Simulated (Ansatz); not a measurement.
# C2H5F2InO: up Jacob's ladder to CCSD(T)

One table from this session's results is given with a row withheld; the runs are named, their logs left out.

Method: functionals in def2-TZVPP, the program's frozen cores in correlated methods; program: Ansatz 0.2.0, Gaussian basis.

The runs, in order: LDA (SPW92), PBE-D4, revPBE-D4, BLYP-D4, r2SCAN-D4, B97M-V, PBE0-D4, B3LYP-D4, r2SCANh-D4, r2SCAN0-D4, HSE06-D4, BHLYP-D4, CAM-B3LYP-D4, LC-ωPBE, ωB97X-V, ωB97M-V, B2PLYP, PBE-QIDH; CCSD(T)/def2-SVP; CCSD(T)/def2-TZVPP; MP2/def2-QZVPP; extrapolation to the limit; RPA on PBE.

## The geometry

All runs share one geometry, relaxed beforehand with PBE0-D4 in a triple-zeta def2 set. In takes the def2 core potential; no spin-orbit term is included.

SMILES `CC[O][In]([F])[F]`, 11 atoms, charge 0, spin multiplicity 1.

Atoms are counted from 1 here; the program's logs count them from 0.

Bond lengths: C1–C2 1.511 Å, C1–H7 1.093 Å, C1–H8 1.097 Å, C1–H9 1.093 Å, C2–O3 1.416 Å, C2–H10 1.096 Å, C2–H11 1.098 Å, O3–In4 1.956 Å, In4–F5 1.939 Å, In4–F6 1.926 Å. Angles: C2–C1–H7 111.0°, C2–C1–H8 111.0°, C2–C1–H9 110.6°, H7–C1–H8 107.0°, H7–C1–H9 108.1°, H8–C1–H9 109.0°, C1–C2–O3 113.3°, C1–C2–H10 109.9°, C1–C2–H11 110.0°, O3–C2–H10 105.5°, O3–C2–H11 110.6°, H10–C2–H11 107.2°, C2–O3–In4 120.7°, O3–In4–F5 123.9°, O3–In4–F6 122.3°, F5–In4–F6 113.8°.

Set-up of the first run:

The input, in.yaml:

```yaml
crystal:
  periodic: [false, false, false]
  atoms:
    - {symbol: C, position_ang: [-0.117290, -1.206939, 0.587265]}
    - {symbol: C, position_ang: [1.079859, -0.345511, 0.257537]}
    - {symbol: O, position_ang: [0.786794, 1.040089, 0.241833]}
    - {symbol: In, position_ang: [-0.743464, 1.725542, -0.765526]}
    - {symbol: F, position_ang: [-1.793342, 0.657235, -1.996186]}
    - {symbol: F, position_ang: [-1.310384, 3.562408, -0.651776]}
    - {symbol: H, position_ang: [0.162922, -2.262023, 0.643120]}
    - {symbol: H, position_ang: [-0.888682, -1.121124, -0.188593]}
    - {symbol: H, position_ang: [-0.546424, -0.917752, 1.549931]}
    - {symbol: H, position_ang: [1.854266, -0.473286, 1.022336]}
    - {symbol: H, position_ang: [1.515745, -0.658641, -0.699942]}
basis:
  gaussian: {orbitals: def2-TZVPP}
hamiltonian: {xc: lda}
output: {orbitals: {seedname: orbitals}}
```

Command:

```console
> ansatz run in.yaml --threads 4 --pin off --events-out ev --progress --plain --max-ram 11315MiB
```

Among the steps run: LDA; PBE-D4 (GGA); revPBE-D4 (GGA); BLYP-D4 (GGA); r2SCAN-D4 (meta-GGA); B97M-V (meta-GGA); PBE0-D4 (hybrid); B3LYP-D4 (hybrid); r2SCANh-D4 (hybrid); r2SCAN0-D4 (hybrid); HSE06-D4 (hybrid); BHLYP-D4 (hybrid); CAM-B3LYP-D4 (range-separated); LC-ωPBE (range-separated); ωB97X-V (range-separated); ωB97M-V (range-separated); B2PLYP (double hybrid); PBE-QIDH (double hybrid).

One of the session's tables, all rows but one given; the rest of the session is left out.

It belongs to the step «Frontier levels by functional». 

```
  functional  HOMO (eV)  LUMO (eV)  gap (eV)
 LDA (SPW92)      -7.10      -3.92      3.18
      PBE-D4      -6.89      -3.56      3.34
   revPBE-D4      -6.81      -3.40      3.40
     BLYP-D4      -6.83      -3.56      3.27
   r2SCAN-D4      -7.20      -3.35      3.85
      B97M-V      -7.31      -3.48      3.83
     PBE0-D4      -8.43      -2.64      5.79
    B3LYP-D4      -8.22      -3.01      5.21
  r2SCANh-D4      -7.78      -3.02      4.76
  r2SCAN0-D4      -8.65      -2.52      6.13
    HSE06-D4      -8.02      -3.01      5.01
    BHLYP-D4          ?          ?         ?
CAM-B3LYP-D4      -9.91      -1.72      8.19
     LC-ωPBE     -11.19      -0.30     10.89
     ωB97X-V     -10.87      -0.50     10.37
     ωB97M-V     -10.82      -0.68     10.14
```

Estimate the missing values for BHLYP-D4.

Worked estimate for «HOMO (eV)». Against the share of exact exchange, BLYP-D4 (0, -6.83), B3LYP-D4 (0.2, -8.22) give a slope of -6.95 per unit share; at 0.5 the line stands at -10.30.

The run gave: HOMO (eV): -9.95; LUMO (eV): -1.81; gap (eV): 8.14. In «HOMO (eV)» the line misses by -0.35.
